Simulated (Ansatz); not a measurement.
# HBrCl (doublet): wave-function methods side by side at distance Cl1–H2 along a hydrogen transfer = 2.041 Å, cc-pVTZ

Aim: climb from Hartree-Fock through coupled cluster and multireference methods for HBrCl (doublet) at one geometry and basis, and see what each rung misses.

The runs use Ansatz 0.2.0, Gaussian basis; cc-pVTZ, core rule «outside noble gas», up to 19 orbitals frozen.

Plan: UHF; CCSD(T) on ROHF; CCSD(T) on UHF; BCCD(T) on ROHF; CCSDT(Q) on ROHF; CCSDT(Q) on UHF; CASSCF and MRCISD+Q, 3 electrons in 3 orbitals; CASSCF and NEVPT2, 3 electrons in 3 orbitals; CASSCF and MRCISD+Q, 15 electrons in 9 orbitals; CASSCF and NEVPT2, 15 electrons in 9 orbitals.

### 1 The system

The geometry derives from fragments relaxed apart (PBE0/def2-TZVP) and kept rigid, so it is no stationary point. A hydrogen atom is moved between rigid fragments. No spin-orbit coupling is included. The filled d shell of Br may be among the frozen orbitals whatever the setting's name suggests; the logs give the count.

3 atoms, charge 0, spin multiplicity 2.

Atoms are counted from 1 here; the program's logs count them from 0.

Bond lengths: H2–Br3 1.530 Å.

### 2 UHF

File in.yaml:

```yaml
crystal:
  periodic: [false, false, false]
  atoms:
    - {symbol: Cl, position_ang: [0.000000, 0.000000, -1.870667]}
    - {symbol: H, position_ang: [0.000000, 0.000000, 0.170333]}
    - {symbol: Br, position_ang: [0.000000, 0.000000, 1.700333]}
basis:
  gaussian: {orbitals: cc-pVTZ}
magnetization: {spin_polarized: true, initial_magnetization: 1}
hamiltonian: {xc: hf}
output: {orbitals: {seedname: orbitals}}
```

Started as:

```sh
ansatz run in.yaml --threads 1 --pin off --events-out ev --progress --plain --max-ram 2816MiB --backend cpu
```

After this run come: CCSD(T) on ROHF; CCSD(T) on UHF; BCCD(T) on ROHF; CCSDT(Q) on ROHF; CCSDT(Q) on UHF; CASSCF and MRCISD+Q, 3 electrons in 3 orbitals; CASSCF and NEVPT2, 3 electrons in 3 orbitals; CASSCF and MRCISD+Q, 15 electrons in 9 orbitals; CASSCF and NEVPT2, 15 electrons in 9 orbitals.

Before running them: what should the planned runs give, taken together? Wanted: UCCSDT(Q) below the RHF energy; RMP2 from UCCSDT(Q); UMP2 from UCCSDT(Q); RCCSD from UCCSDT(Q); RCCSD(T) from UCCSDT(Q); UCCSD(T) from UCCSDT(Q); RCCSDT(Q) from UCCSDT(Q); NEVPT2 pair from UCCSDT(Q); MRCISD+Q pair from UCCSDT(Q).

**Answer**, as computed:

```
                         quantity                      value
   UCCSDT(Q) below the RHF energy                -10.8731 eV
              RMP2 from UCCSDT(Q)            +33.82 kcal/mol
              UMP2 from UCCSDT(Q)            +34.46 kcal/mol
             RCCSD from UCCSDT(Q)             +9.37 kcal/mol
          RCCSD(T) from UCCSDT(Q)             +1.03 kcal/mol
          UCCSD(T) from UCCSDT(Q)             +1.02 kcal/mol
         RCCSDT(Q) from UCCSDT(Q)             +0.02 kcal/mol
       NEVPT2 pair from UCCSDT(Q)            +33.93 kcal/mol
     MRCISD+Q pair from UCCSDT(Q)             +5.20 kcal/mol
    NEVPT2 valence from UCCSDT(Q)            +56.53 kcal/mol
levels within 1 kcal/mol (43 meV)  RCCSDT, UCCSDT, RCCSDT(Q)
                    T1 diagnostic                      0.012
   effectively unpaired electrons                       1.01
```

RCCSD(T) lands +1.03 kcal/mol from the yardstick (0.4 % of the correlation energy). One determinant dominates. Of the multireference levels listed MRCISD+Q pair comes nearest in total energy (+5.20 kcal/mol), which doesn't show that its space is the better one. These misses are within one basis, not against nature; the frozen cores of restricted and unrestricted runs differ, which can shift their rows.
